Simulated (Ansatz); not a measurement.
**CH10BNSi2: one species, many methods**

One table from this session's results is given with a row withheld; the runs are named, their logs left out.

Method: functionals in def2-TZVPP, the program's frozen cores in correlated methods; program: Ansatz 0.2.0, Gaussian basis.

The runs, in order: PBE-D4, r2SCAN-D4, PBE0-D4, B3LYP-D4, ωB97X-V, ωB97M-V, B2PLYP; CCSD(T)/def2-TZVPP; MP2/def2-QZVPP; extrapolation to the limit.

## The relaxed structure

All runs share one geometry, relaxed beforehand with PBE0-D4 in a triple-zeta def2 set.

SMILES `CB(N)[SiH2][SiH3]`, 15 atoms, charge 0, spin multiplicity 1.

Atoms are counted from 1 here; the program's logs count them from 0.

Bond lengths: C1–B2 1.572 Å, C1–H6 1.095 Å, C1–H7 1.096 Å, C1–H8 1.095 Å, B2–N3 1.392 Å, B2–Si4 2.027 Å, N3–H9 1.006 Å, N3–H10 1.009 Å, Si4–Si5 2.341 Å, Si4–H11 1.493 Å, Si4–H12 1.496 Å, Si5–H13 1.490 Å, Si5–H14 1.489 Å, Si5–H15 1.490 Å. Angles: B2–C1–H6 113.7°, B2–C1–H7 110.8°, B2–C1–H8 110.8°, H6–C1–H7 107.8°, H6–C1–H8 107.9°, H7–C1–H8 105.5°, C1–B2–N3 120.7°, C1–B2–Si4 121.0°, N3–B2–Si4 118.3°, B2–N3–H9 123.9°, B2–N3–H10 122.6°, H9–N3–H10 113.5°, B2–Si4–Si5 110.1°, B2–Si4–H11 111.9°, B2–Si4–H12 112.6°, Si5–Si4–H11 107.1°, Si5–Si4–H12 107.7°, H11–Si4–H12 107.2° and more.

As a file:

```mol
CH10BNSi2
  3D, bonds by distance, orders not assigned

 15 14  0  0  0  0  0  0  0  0999 V2000
   -1.9318   -0.2040   -0.5476 C   0  0
   -0.4689   -0.7785   -0.5773 B   0  0
   -0.0005   -1.4693   -1.6910 N   0  0
    0.7984   -0.4875    0.9781 Si  0  0
    1.3820    1.7750    1.1259 Si  0  0
   -2.5071   -0.4192   -1.4539 H   0  0
   -1.9196    0.8827   -0.4085 H   0  0
   -2.4885   -0.6022    0.3072 H   0  0
    0.9236   -1.8601   -1.7607 H   0  0
   -0.5665   -1.6280   -2.5105 H   0  0
    0.1776   -0.8672    2.2821 H   0  0
    2.0632   -1.2748    0.8431 H   0  0
    0.1587    2.6124    1.2767 H   0  0
    2.2780    2.0567    2.2814 H   0  0
    2.0796    2.2133   -0.1156 H   0  0
  1  2  8  0
  2  3  8  0
  2  4  8  0
  4  5  8  0
  1  6  8  0
  1  7  8  0
  1  8  8  0
  3  9  8  0
  3 10  8  0
  4 11  8  0
  4 12  8  0
  5 13  8  0
  5 14  8  0
  5 15  8  0
M  END
```

Set-up of the first run:

in.yaml

```yaml
crystal:
  periodic: [false, false, false]
  atoms:
    - {symbol: C, position_ang: [-1.931758, -0.203959, -0.547568]}
    - {symbol: B, position_ang: [-0.468941, -0.778541, -0.577328]}
    - {symbol: N, position_ang: [-0.000517, -1.469275, -1.690986]}
    - {symbol: Si, position_ang: [0.798431, -0.487489, 0.978136]}
    - {symbol: Si, position_ang: [1.382032, 1.774992, 1.125928]}
    - {symbol: H, position_ang: [-2.507050, -0.419165, -1.453910]}
    - {symbol: H, position_ang: [-1.919564, 0.882668, -0.408485]}
    - {symbol: H, position_ang: [-2.488539, -0.602245, 0.307231]}
    - {symbol: H, position_ang: [0.923599, -1.860097, -1.760709]}
    - {symbol: H, position_ang: [-0.566544, -1.628040, -2.510512]}
    - {symbol: H, position_ang: [0.177580, -0.867172, 2.282132]}
    - {symbol: H, position_ang: [2.063160, -1.274798, 0.843075]}
    - {symbol: H, position_ang: [0.158657, 2.612417, 1.276702]}
    - {symbol: H, position_ang: [2.278036, 2.056747, 2.281366]}
    - {symbol: H, position_ang: [2.079619, 2.213255, -0.115571]}
basis:
  gaussian: {orbitals: def2-TZVPP}
hamiltonian: {xc: pbe, dispersion: d4}
output: {forces: true, orbitals: {seedname: orbitals}}
```

Command:

```
> ansatz run in.yaml --threads 4 --pin off --events-out ev --progress --plain --max-ram 10444MiB
```

Among the steps run: PBE-D4 (GGA); r2SCAN-D4 (meta-GGA); PBE0-D4 (hybrid); B3LYP-D4 (hybrid); ωB97X-V (range-separated); ωB97M-V (range-separated); B2PLYP (double hybrid); CCSD(T) in def2-TZVPP; MP2 in def2-QZVPP.

One of the session's tables, all rows but one given; the rest of the session is left out.

| method | atomisation energy (kJ/mol) |
| --- | --- |
| PBE-D4 | 5172.0 |
| r2SCAN-D4 | 5143.3 |
| PBE0-D4 | 5129.8 |
| B3LYP-D4 | 5154.7 |
| ωB97X-V | 5166.8 |
| ωB97M-V | 5148.8 |
| B2PLYP | 5078.1 |
| HF/def2-TZVPP | 3869.2 |
| MP2/def2-TZVPP | 5004.9 |
| CCSD/def2-TZVPP | 4948.1 |
| CCSD(T)/def2-TZVPP | 5002.8 |
| MP2/CBS | 5128.3 |
| CCSD(T)/CBS | ? |

Q: Estimate the row for CCSD(T)/CBS from the others.

**Answer.** atomisation energy (kJ/mol): 5126.2. In the column «atomisation energy (kJ/mol)» it lies between B2PLYP (5078.1) and MP2/CBS (5128.3).

Caveats from the session: Free atoms (1 C, 1 B, 1 N, 2 Si, 10 H) were run apart at each level; the atomisation energy is their sum less the molecule, without zero-point or spin-orbit terms.
